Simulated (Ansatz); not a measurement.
# CrBrO: the cost of one run

Program: Ansatz 0.2.0. Level of theory: DFT LDA+U (U_eff = 4 eV on Cr d), plane waves, PAW. These are calculated values, not measurements.

1 further run of the same task is left out (it didn't finish).

## Step 1: The system as given

The structure is orthorhombic, space group Pmmn (No. 59). The conventional cell has a = 3.232 Å, b = 3.863 Å, c = 8.360 Å, α = 90.00°, β = 90.00°, γ = 90.00°. Around Cr (site symmetry mm2) lie 4 O at 1.98 to 2.01 Å and 2 Br at 2.44 Å. Br (site symmetry mm2) is surrounded by 2 Cr at 2.44 Å. O (site symmetry mm2) is surrounded by 4 Cr at 1.98 to 2.01 Å.

As a file:

```
CELL_PARAMETERS angstrom
3.23200 0.00000 0.00000
0.00000 3.86300 0.00000
0.00000 0.00000 8.36000
ATOMIC_POSITIONS crystal
Cr 0.50000 0.50000 0.10200
Cr 0.00000 0.00000 0.89800
Br 0.00000 0.50000 0.32000
Br 0.50000 0.00000 0.68000
O 0.00000 0.50000 0.96500
O 0.50000 0.00000 0.03500
```

An earlier series on this cell reached its lowest free state from «ferromagnetic start, free, natural orbitals of the symmetric run filled by rank», perhaps among other starts.

## Step 2: Total moment locked, 4.50 μB per cell

Input file input.yaml:

```yaml
crystal:
  lattice:
    - [3.23199994, 0.0, 0.0]
    - [0.0, 3.86299993, 0.0]
    - [0.0, 0.0, 8.35999985]
  atoms:
    - { symbol: Cr, position: [0.5, 0.5, 0.102], spin: 2.25 }
    - { symbol: Cr, position: [0.0, 0.0, 0.898], spin: 2.25 }
    - { symbol: Br, position: [0.0, 0.5, 0.32] }
    - { symbol: Br, position: [0.5, 0.0, 0.68] }
    - { symbol: O, position: [0.0, 0.5, 0.965] }
    - { symbol: O, position: [0.5, 0.0, 0.035] }
basis:
  ecutwfc: 420
  ecutrho_ratio: 4
kpoints:
  mp_grid: { grid: [6, 5, 3] }
hamiltonian:
  xc: lda
  hubbard:
    sites:
      - { site: 0, l: d, u_eff: 4.0, starting_ns: [{ spin: up, occupation_matrix: s0up }, { spin: down, occupation_matrix: s0down }] }
      - { site: 1, l: d, u_eff: 4.0, starting_ns: [{ spin: up, occupation_matrix: s1up }, { spin: down, occupation_matrix: s1down }] }
    occupation_matrices:
      s0up:
        matrix:
          - [0.81941, 0.0, 0.0, -0.34696, 0.0]
          - [0.0, 0.02, 0.0, 0.0, 0.0]
          - [0.0, 0.0, 0.97, 0.0, 0.0]
          - [-0.34696, 0.0, 0.0, 0.17059, 0.0]
          - [0.0, 0.0, 0.0, 0.0, 0.97]
      s0down:
        matrix:
          - [0.02, 0.0, 0.0, 0.0, 0.0]
          - [0.0, 0.02, 0.0, 0.0, 0.0]
          - [0.0, 0.0, 0.02, 0.0, 0.0]
          - [0.0, 0.0, 0.0, 0.02, 0.0]
          - [0.0, 0.0, 0.0, 0.0, 0.02]
      s1up:
        matrix:
          - [0.81941, 0.0, 0.0, -0.34696, 0.0]
          - [0.0, 0.02, 0.0, 0.0, 0.0]
          - [0.0, 0.0, 0.97, 0.0, 0.0]
          - [-0.34696, 0.0, 0.0, 0.17059, 0.0]
          - [0.0, 0.0, 0.0, 0.0, 0.97]
      s1down:
        matrix:
          - [0.02, 0.0, 0.0, 0.0, 0.0]
          - [0.0, 0.02, 0.0, 0.0, 0.0]
          - [0.0, 0.0, 0.02, 0.0, 0.0]
          - [0.0, 0.0, 0.0, 0.02, 0.0]
          - [0.0, 0.0, 0.0, 0.0, 0.02]
    ns_hold: { iters: 8 }
scf:
  occupations: { method: gaussian, width: 0.05 }
  lower_state_search: "off"
  max_iter: 150
output:
  forces: true
  stress: true
  eigenvalues: true
  populations: true
  hubbard: { sites: [{ site: 0, l: d }, { site: 1, l: d }] }
magnetization:
  spin_polarized: true
  initial_magnetization: 4.5
  spin_locking: { lock_magnetization: hard }
```

The typed matrices put 0.97 on the chosen orbitals and 0.02 on the others, and are held for 8 cycles. The lock stays on to the end, so the result is a constrained state.

Run with:

```sh
> ansatz run input.yaml --threads 4 --pin off --max-ram 6144MiB --backend cpu --events-out ev --progress --plain --runs-dir out
```

Q: Estimate wall time and peak memory on 4 threads of Arm Neoverse V2, shared host.

About 7.8 s, with a peak of 0.53 GiB.
